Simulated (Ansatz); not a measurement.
# NaRu: the cost of one run

Computed with Ansatz 0.2.0 (DFT PBE, scalar-relativistic, plane waves, PAW, unless a step's input says otherwise).

### Step 1. The starting structure

Symmetry: P2, No. 3, monoclinic system. The conventional cell has a = 2.807 Å, b = 4.509 Å, c = 2.860 Å, α = 90.00°, β = 112.62°, γ = 90.00°. Na (site symmetry 2) has 2 Ru at 2.30 Å as nearest neighbours. Ru (site symmetry 2) has 2 Na at 2.30 Å as nearest neighbours.

Structure file:

```cif
data_structure
_symmetry_space_group_name_H-M 'P 1'
_symmetry_Int_Tables_number 1
_cell_length_a 2.8068
_cell_length_b 4.5089
_cell_length_c 2.8601
_cell_angle_alpha 90.000
_cell_angle_beta 112.623
_cell_angle_gamma 90.000
_cell_volume 33.41
loop_
_atom_site_label
_atom_site_type_symbol
_atom_site_fract_x
_atom_site_fract_y
_atom_site_fract_z
_atom_site_occupancy
Na1 Na 0.00000 0.06429 0.00000 1
Ru1 Ru 0.50000 0.43571 0.50000 1
```

Recipe of the guess: TaW type (Cmmm) distorted into a subgroup (P2, No. 3). Lengths come from tabulated atomic sizes and are only a guess.

### Step 2. The guess as it stands, on a coarse mesh

The input, input.yaml:

```yaml
crystal:
  lattice:
    - [2.80682086, 0.0, 0.0]
    - [0.0, 4.50890009, 0.0]
    - [-1.10018762, 0.0, 2.6400539]
  atoms:
    - { symbol: Na, position: [0.0, 0.06429209, 0.0] }
    - { symbol: Ru, position: [0.5, 0.43570791, 0.5] }
basis:
  ecutwfc: 420
kpoints:
  mp_grid: { grid: [6, 4, 6] }
hamiltonian:
  xc: pbe
scf:
  occupations: { method: gaussian, width: 0.1 }
  lower_state_search: "off"
output:
  forces: true
  stress: true
  eigenvalues: true
```

Started as:

```bash
ansatz run input.yaml --threads 1 --pin off --max-ram 2560MiB --backend cpu --events-out ev --progress --plain --runs-dir out
```

What time and memory should one allow on 1 thread of Arm Neoverse V2, shared host?

About 2.5 s, with a peak of 0.3 GiB.
